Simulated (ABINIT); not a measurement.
# Si (Fd-3m) in ABINIT: single point with PBE

Aim: the single point of Si with PBE.

Program: ABINIT 10.8.3 (patched build). These are calculated values, not measurements. Logs are shortened: lines on timing, memory, paths and dates and some standing lists are left out, and cuts for length are marked. The log counts tension as positive stress, the text compression.

## Step 1: The crystal as given

It takes space group Fd-3m (No. 227, cubic). Conventional cell: a = 5.431 Å, b = 5.431 Å, c = 5.431 Å, α = 90.00°, β = 90.00°, γ = 90.00°. Around Si (site symmetry -43m) lie 4 Si at 2.35 Å.

## Step 2: Single point, PBE

File run.abi:

```
# Pseudopotentials
pp_dirpath "./"
pseudos "Si.upf"

# Structure
acell 3.8402969286 3.8402969286 3.8402969286 Angstrom
rprim
     0.0000000000     0.7071067812     0.7071067812
     0.7071067812     0.0000000000     0.7071067812
     0.7071067812     0.7071067812     0.0000000000
ntypat 1
znucl 14
natom 2
typat 1 1
xred
     0.0000000000     0.0000000000     0.0000000000
     0.2500000000     0.2500000000     0.2500000000

# Plane-wave basis
ecut 489.804952 eV

# k points
kptopt 1
ngkpt 9 9 9
nshiftk 1
shiftk 0.0 0.0 0.0

# Exchange and correlation
ixc 11

# Bands and occupations
nband 8
occopt 3
tsmear 0.00183747

# SCF cycle
nstep 100
tolvrs 1.0e-10

# Output
iomode 3
prtwf 0
prtden 0
prteig 0
prtebands 0
enunit 2
```

Potentials or basis: PseudoDojo NC SR PBE v0.4.1 standard.

Command:

```bash
> abinit run.abi > log 2>&1
```

run.abo:

```text
.Version 10.8.3 of ABINIT
 Symmetries : space group Fd -3 m (#227); Bravais cF (face-center cubic)
================================================================================
 Values of the parameters that define the memory need of the present run
     intxc =       0    ionmov =       0      iscf =       7    lmnmax =       6
     lnmax =       6     mgfft =      30  mpssoang =       3    mqgrid =    3001
     natom =       2  nloc_mem =       1    nspden =       1   nspinor =       1
    nsppol =       1      nsym =      48    n1xccc =    2501    ntypat =       1
    occopt =       3   xclevel =       2
       mpw =        1002          nfft =       27000          nkpt =          35
================================================================================
================================================================================

--------------------------------------------------------------------------------
------------- Echo of variables that govern the present computation ------------
--------------------------------------------------------------------------------
 -outvars: echo values of preprocessed input variables --------
            acell      7.2571094372E+00  7.2571094372E+00  7.2571094372E+00 Bohr
              amu      2.80855000E+01
             ecut      1.80000000E+01 Hartree
           enunit           2
              ixc          11
         kptrlatt        9    0    0      0    9    0      0    0    9
          kptrlen      6.53139849E+01
            natom           2
            nband           8
            ngfft          30      30      30
             nkpt          35
            nstep         100
             nsym          48
           ntypat           1
           occopt           3
           prtden           0
        prtebands           0
           prteig           0
            prtwf           0
            rprim      0.0000000000E+00  7.0710678120E-01  7.0710678120E-01
                       7.0710678120E-01  0.0000000000E+00  7.0710678120E-01
                       7.0710678120E-01  7.0710678120E-01  0.0000000000E+00
          spgroup         227
           tolvrs      1.00000000E-10
           tsmear      1.83747000E-03 Hartree
            typat      1  1
           xangst      0.0000000000E+00  0.0000000000E+00  0.0000000000E+00
                       1.3577500000E+00  1.3577500000E+00  1.3577500000E+00
            xcart      0.0000000000E+00  0.0000000000E+00  0.0000000000E+00
                       2.5657756475E+00  2.5657756475E+00  2.5657756475E+00
             xred      0.0000000000E+00  0.0000000000E+00  0.0000000000E+00
                       2.5000000000E-01  2.5000000000E-01  2.5000000000E-01
            znucl       14.00000

================================================================================

 chkinp: Checking input parameters for consistency.

================================================================================
== DATASET  1 ==================================================================

--- !DatasetInfo
iteration_state: {dtset: 1, }
dimensions: {natom: 2, nkpt: 35, mband: 8, nsppol: 1, nspinor: 1, nspden: 1, mpw: 1002, }
cutoff_energies: {ecut:  18.0, pawecutdg:  -1.0, }
electrons: {nelect:   8.00000000E+00, charge:   0.00000000E+00, occopt:   3.00000000E+00, tsmear:   1.83747000E-03, }
meta: {optdriver: 0, ionmov: 0, optcell: 0, iscf: 7, paral_kgb: 0, }
...

 Exchange-correlation functional for the present dataset will be:
  GGA: Perdew-Burke-Ernzerhof functional - ixc=11
  J.P.Perdew, K.Burke, M.Ernzerhof, PRL 77, 3865 (1996)

 Real(R)+Recip(G) space primitive vectors, cartesian coordinates (Bohr,Bohr^-1):
 R(1)=  0.0000000  5.1315513  5.1315513  G(1)= -0.0974364  0.0974364  0.0974364
 R(2)=  5.1315513  0.0000000  5.1315513  G(2)=  0.0974364 -0.0974364  0.0974364
 R(3)=  5.1315513  5.1315513  0.0000000  G(3)=  0.0974364  0.0974364 -0.0974364
 Unit cell volume ucvol=  2.7025642E+02 bohr^3
 Angles (23,13,12)=  6.00000000E+01  6.00000000E+01  6.00000000E+01 degrees

 getcut: wavevector=  0.0000  0.0000  0.0000  ngfft=  30  30  30
         ecut(hartree)=     18.000   => boxcut(ratio)=   2.16690

--- Pseudopotential description ------------------------------------------------
- pspini: atom type   1  psp file is ./Si.upf
12 -101130 2 -1 1510                          pspcod,pspxc,lmax,lloc,mmax
     nproj     2     2     2

   1.49491450E+02                                ecore*ucvol(ha*bohr**3)
--------------------------------------------------------------------------------

================================================================================

--- !BeginCycle
iteration_state: {dtset: 1, }
solver: {iscf: 7, nstep: 100, nline: 4, wfoptalg: 0, }
tolerances: {tolvrs: 1.00E-10, }
...

     iter   Etot(hartree)      deltaE(h)  residm     vres2
 ETOT  1  -8.4565078245229    -8.457E+00 2.030E-02 6.331E+00
 ETOT  2  -8.4622942411465    -5.786E-03 3.927E-03 2.113E-01
 ETOT  3  -8.4623466040102    -5.236E-05 8.843E-04 1.970E-03
 ETOT  4  -8.4623468253298    -2.213E-07 4.811E-04 1.575E-04
 ETOT  5  -8.4623468456158    -2.029E-08 3.454E-04 1.689E-06
 ETOT  6  -8.4623468457625    -1.467E-10 1.373E-04 1.606E-08
 ETOT  7  -8.4623468457639    -1.405E-12 1.028E-04 2.355E-10
 ETOT  8  -8.4623468457639     7.994E-14 3.787E-05 1.143E-12

 At SCF step    8       vres2   =  1.14E-12 < tolvrs=  1.00E-10 =>converged.

 Cartesian components of stress tensor (hartree/bohr^3)
  sigma(1 1)= -6.50274198E-05  sigma(3 2)=  0.00000000E+00
  sigma(2 2)= -6.50274198E-05  sigma(3 1)=  0.00000000E+00
  sigma(3 3)= -6.50274198E-05  sigma(2 1)=  0.00000000E+00

--- !ResultsGS
iteration_state: {dtset: 1, }
comment   : Summary of ground state results
lattice_vectors:
- [  0.0000000,   5.1315513,   5.1315513, ]
- [  5.1315513,   0.0000000,   5.1315513, ]
- [  5.1315513,   5.1315513,   0.0000000, ]
lattice_lengths: [   7.25711,    7.25711,    7.25711, ]
lattice_angles: [ 60.000,  60.000,  60.000, ] # degrees, (23, 13, 12)
lattice_volume:   2.7025642E+02
convergence: {deltae:  7.994E-14, res2:  1.143E-12, residm:  3.787E-05, diffor: null, }
etotal    :  -8.46234685E+00
entropy   :   0.00000000E+00
fermie    :   1.69813624E-01
cartesian_stress_tensor: # hartree/bohr^3
- [ -6.50274198E-05,   0.00000000E+00,   0.00000000E+00, ]
- [  0.00000000E+00,  -6.50274198E-05,   0.00000000E+00, ]
- [  0.00000000E+00,   0.00000000E+00,  -6.50274198E-05, ]
pressure_GPa:   1.9132E+00
xred      :
- [  0.0000E+00,   0.0000E+00,   0.0000E+00, Si]
- [  2.5000E-01,   2.5000E-01,   2.5000E-01, Si]
cartesian_forces: # hartree/bohr
- [ -4.09940184E-31,   1.22982055E-30,   8.19880367E-31, ]
- [  4.09940184E-31,  -1.22982055E-30,  -8.19880367E-31, ]
force_length_stats: {min:   1.53385572E-30, max:   1.53385572E-30, mean:   1.53385572E-30, }
...

 Integrated electronic density in atomic spheres:
 ------------------------------------------------
 Atom  Sphere_radius  Integrated_density
    1        2.00000          1.78687253
    2        2.00000          1.75464477
================================================================================

 ----iterations are completed or convergence reached----

 Mean square residual over all n,k,spin=   36.837E-08; max=  37.874E-06
 reduced coordinates (array xred) for    2 atoms
       0.000000000000      0.000000000000      0.000000000000
       0.250000000000      0.250000000000      0.250000000000
 rms dE/dt=  7.0819E-30; max dE/dt=  1.0518E-29; dE/dt below (all hartree)
    1      -0.000000000000     -0.000000000000     -0.000000000000
    2       0.000000000000     -0.000000000000      0.000000000000

 cartesian coordinates (angstrom) at end:
    1      0.00000000000000     0.00000000000000     0.00000000000000
    2      1.35775000001730     1.35775000001730     1.35775000001730

 cartesian forces (hartree/bohr) at end:
    1     -0.00000000000000     0.00000000000000     0.00000000000000
    2      0.00000000000000    -0.00000000000000    -0.00000000000000
 frms,max,avg= 8.8557201E-31 1.2298206E-30   0.000E+00  0.000E+00  0.000E+00 h/b

 cartesian forces (eV/Angstrom) at end:
    1     -0.00000000000000     0.00000000000000     0.00000000000000
    2      0.00000000000000    -0.00000000000000    -0.00000000000000
 frms,max,avg= 4.5537944E-29 6.3239915E-29   0.000E+00  0.000E+00  0.000E+00 e/A
 length scales=  7.257109437219  7.257109437219  7.257109437219 bohr
              =  3.840296928600  3.840296928600  3.840296928600 angstroms
 Fermi (or HOMO) energy (hartree) =   0.16981   Average Vxc (hartree)=  -0.34137
 Eigenvalues (hartree) for nkpt=  35  k points:
 kpt#   1, nband=  8, wtk=  0.00137, kpt=  0.0000  0.0000  0.0000 (reduced coord)
  -0.27988    0.15974    0.15974    0.15974    0.25367    0.25367    0.25367    0.28245
      occupation numbers for kpt#   1
   2.00000    1.99170    1.99170    1.99170    0.00000    0.00000    0.00000    0.00000
 prteigrs : prtvol=0 or 1, do not print more k-points.

 Fermi (or HOMO) energy (eV) =   4.62086   Average Vxc (eV)=  -9.28928
 Eigenvalues (   eV  ) for nkpt=  35  k points:
 kpt#   1, nband=  8, wtk=  0.00137, kpt=  0.0000  0.0000  0.0000 (reduced coord)
  -7.61600    4.34683    4.34683    4.34683    6.90276    6.90276    6.90276    7.68581
 prteigrs : prtvol=0 or 1, do not print more k-points.

--- !EnergyTerms
iteration_state     : {dtset: 1, }
comment             : Components of total free energy in Hartree
kinetic             :  3.06862766839377E+00
hartree             :  5.47890851451007E-01
xc                  : -3.09185010665218E+00
Ewald energy        : -8.39792528146283E+00
psp_core            :  5.53146711251805E-01
local_psp           : -2.29606885039051E+00
non_local_psp       :  1.15383313968527E+00
internal            : -8.46234586772366E+00
'-kT*entropy'       : -9.78040189320510E-07
total_energy        : -8.46234684576385E+00
total_energy_eV     : -2.30272188567539E+02
band_energy         : -2.11715058702060E-01
...

 Cartesian components of stress tensor (hartree/bohr^3)
  sigma(1 1)= -6.50274198E-05  sigma(3 2)=  0.00000000E+00
  sigma(2 2)= -6.50274198E-05  sigma(3 1)=  0.00000000E+00
  sigma(3 3)= -6.50274198E-05  sigma(2 1)=  0.00000000E+00

-Cartesian components of stress tensor (GPa)         [Pressure=  1.9132E+00 GPa]
- sigma(1 1)= -1.91317274E+00  sigma(3 2)=  0.00000000E+00
- sigma(2 2)= -1.91317274E+00  sigma(3 1)=  0.00000000E+00
- sigma(3 3)= -1.91317274E+00  sigma(2 1)=  0.00000000E+00

== END DATASET(S) ==============================================================
================================================================================

 -outvars: echo values of variables after computation  --------
            acell      7.2571094372E+00  7.2571094372E+00  7.2571094372E+00 Bohr
           etotal     -8.4623468458E+00
            fcart     -4.0994018371E-31  1.2298205511E-30  8.1988036743E-31
                       4.0994018371E-31 -1.2298205511E-30 -8.1988036743E-31
            rprim      0.0000000000E+00  7.0710678120E-01  7.0710678120E-01
                       7.0710678120E-01  0.0000000000E+00  7.0710678120E-01
                       7.0710678120E-01  7.0710678120E-01  0.0000000000E+00
           strten     -6.5027419801E-05 -6.5027419801E-05 -6.5027419801E-05
                       0.0000000000E+00  0.0000000000E+00  0.0000000000E+00
           xangst      0.0000000000E+00  0.0000000000E+00  0.0000000000E+00
                       1.3577500000E+00  1.3577500000E+00  1.3577500000E+00
             xred      0.0000000000E+00  0.0000000000E+00  0.0000000000E+00
                       2.5000000000E-01  2.5000000000E-01  2.5000000000E-01
 Calculation completed.
```

Wall time 12 s (1 thread of Arm Neoverse N1, shared host); peak memory 0.06 GiB.

Results:

```yaml
Free_energy: -230.2722 eV
Pressure: 1.9 GPa
Band_gap_on_the_k_mesh: 0.58 eV, indirect (least direct gap 2.56 eV)
Valence_electrons_inside_the_program's_atomic_spheres: Si 1.79, 1.75 (radii [1.0584] Å)
```

Caveat: an odd mesh through Γ misses points on the zone boundary, where band edges often lie. Expect the measured gap to be larger: semilocal functionals such as PBE lack the derivative discontinuity.
